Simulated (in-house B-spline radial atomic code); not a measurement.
# Ge⁹⁺: ionisation energy by several methods

Aim: the ionisation energy of Ge⁹⁺ by several methods, each as the difference of two self-consistent energies (Ge⁹⁺ and the next ion, [Ar] 3d4).

Program: in-house B-spline radial atomic code version 1. Level of theory: non-relativistic, several functionals, spin-polarised; spherical all-electron atom at the radial basis limit. These are calculated values, not measurements, unless marked.

## (1) Starting point

```
element       : germanium (Z = 32)
charge        : +9
electrons     : 23
configuration : [Ar] 3d5
nucleus       : point
```

The outer shells:

[Ar] 3d5
```
[Ar] core
3d [↑ ][↑ ][↑ ][↑ ][↑ ]
```

Where spins are not typed, each open shell is filled with up spins first.

## (2) r2SCAN, a meta-GGA

The run's settings:

```ini
Z = 32
electrons = 23.0
configuration = [Ar] 3d5
hamiltonian = nr
method = r2scan
spin_polarised = True
```

## (3) M06-L, a meta-GGA

The run's settings:

```ini
Z = 32
electrons = 23.0
configuration = [Ar] 3d5
hamiltonian = nr
method = m06l
spin_polarised = True
```

## (4) RPBE, a GGA

The run's settings:

```ini
Z = 32
electrons = 23.0
configuration = [Ar] 3d5
hamiltonian = nr
method = rpbe,pbe
spin_polarised = True
```

## (5) PBE, a GGA

The run's settings:

```ini
Z = 32
electrons = 23.0
configuration = [Ar] 3d5
hamiltonian = nr
method = pbe,pbe
spin_polarised = True
```

## (6) PW91, a GGA

The run's settings:

```ini
Z = 32
electrons = 23.0
configuration = [Ar] 3d5
hamiltonian = nr
method = pw91,pw91
spin_polarised = True
```

## (7) BP86, a GGA

The run's settings:

```ini
Z = 32
electrons = 23.0
configuration = [Ar] 3d5
hamiltonian = nr
method = b88,p86
spin_polarised = True
```

## (8) OLYP, a GGA

The run's settings:

```ini
Z = 32
electrons = 23.0
configuration = [Ar] 3d5
hamiltonian = nr
method = optx,lyp
spin_polarised = True
```

## (9) BLYP, a GGA

The run's settings:

```ini
Z = 32
electrons = 23.0
configuration = [Ar] 3d5
hamiltonian = nr
method = b88,lyp
spin_polarised = True
```

Before running: The tabulated ionisation energy is 252.1 ± 2.2 eV (tabulated theoretical; NIST Atomic Spectra Database). What does each method give, and which comes nearest?

**Answer**, as computed:

| method | rung | total energy (hartree) | ΔSCF (eV) | −ε highest (eV) | ΔSCF less tabulated (eV) |
| --- | --- | --- | --- | --- | --- |
| RPBE | GGA | -2045.8538 | 253.12 | 235.31 (3d up) | +1.02 |
| PBE | GGA | -2045.5953 | 253.15 | 235.35 (3d up) | +1.05 |
| PW91 | GGA | -2046.0145 | 253.32 | 235.50 (3d up) | +1.22 |
| BP86 | GGA | -2046.1406 | 253.15 | 235.33 (3d up) | +1.05 |
| OLYP | GGA | -2046.4780 | 254.45 | 236.60 (3d up) | +2.35 |
| BLYP | GGA | -2045.9861 | 252.99 | 235.16 (3d up) | +0.89 |
| r2SCAN | meta-GGA | -2045.9524 | 254.56 | 236.92 (3d up) | +2.46 |
| M06-L | meta-GGA | -2045.9912 | 254.66 | 237.01 (3d up) | +2.56 |

**Reading.** The tabulated ionisation energy is 252.1 ± 2.2 eV (tabulated theoretical; NIST Atomic Spectra Database). BLYP comes nearest (+0.89 eV) and M06-L is farthest (+2.56 eV, 1.0 %). The table's own uncertainty exceeds the spread between the methods, so their order is not settled. These runs lack relativity altogether, which can outweigh the gaps between the methods, so the nearest may be so by luck. PBE is off by +1.05 eV. These runs leave out relativity, which matters at this nuclear charge. Open shells are averaged (over orientations, and over spins where the run is restricted), while tables refer to the lowest levels. For the semilocal functionals minus the highest level recovers only 93 % of their own ΔSCF value, a mark of self-interaction.
